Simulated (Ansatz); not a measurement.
# Ga2O: the cost of one run

Method: DFT PBEsol, scalar-relativistic, plane waves, PAW, in Ansatz 0.2.0.

3 further runs of the same task are left out: 1 that didn't finish, 2 set aside as unsound or not needed.

**1. Starting point**

It takes space group P-3m1 (No. 164, trigonal). The conventional cell has a = 3.627 Å, b = 3.627 Å, c = 8.884 Å, α = 90.00°, β = 90.00°, γ = 120.00°. Around Ga (site symmetry 3m) lie 1 Ga at 2.13 Å and 3 O at 2.19 Å. Ga (site symmetry 3m) is surrounded by 3 Ga at 2.13 Å and 1 O at 2.51 Å. O (site symmetry 3m) is surrounded by 4 Ga at 2.19 to 2.51 Å.

Coordinates:

```
CELL_PARAMETERS angstrom
3.62705 0.00000 0.00000
-1.81352 3.14112 0.00000
0.00000 0.00000 8.88431
ATOMIC_POSITIONS crystal
Ga 0.00000 0.00000 0.38000
Ga 0.00000 0.00000 0.62000
Ga 0.66667 0.33333 0.02300
Ga 0.33333 0.66667 0.97700
O 0.66667 0.33333 0.30600
O 0.33333 0.66667 0.69400
```

The cell was made up by rule, so the compound may not exist in this form.

(A quick probe on a coarse mesh, which set the mesh and smearing, is not shown.)

**3. Rough relaxation on the coarse mesh**

Input file input.yaml:

```yaml
crystal:
  lattice:
    - [3.6270494248, 0.0, 0.0]
    - [-1.8135247124, 3.1411169427, 0.0]
    - [0.0, 0.0, 8.8843145299]
  atoms:
    - { symbol: Ga, position: [0.0, 0.0, 0.38] }
    - { symbol: Ga, position: [0.0, 0.0, 0.62] }
    - { symbol: Ga, position: [0.6666666667, 0.3333333333, 0.023] }
    - { symbol: Ga, position: [0.3333333333, 0.6666666667, 0.977] }
    - { symbol: O, position: [0.6666666667, 0.3333333333, 0.306] }
    - { symbol: O, position: [0.3333333333, 0.6666666667, 0.694] }
basis:
  ecutwfc: 420
kpoints:
  mp_grid: { grid: [6, 6, 2] }
hamiltonian:
  xc: pbesol
scf:
  occupations: { method: gaussian, width: 0.1 }
output:
  forces: true
  stress: true
  eigenvalues: true
relax:
  adjacent_minimum: "off"
  f_tol: 0.05
  max_steps: 80
  cell: { stress_tol: 0.5 }
```

Run with:

```console
ansatz run input.yaml --threads 2 --pin off --max-ram 7168MiB --backend cpu --events-out ev --progress --plain --runs-dir out
```

Q: Estimate wall time and peak memory on 2 threads of Intel Xeon 6975P-C (Granite Rapids), shared host.

About 18 s, with a peak of 0.47 GiB.
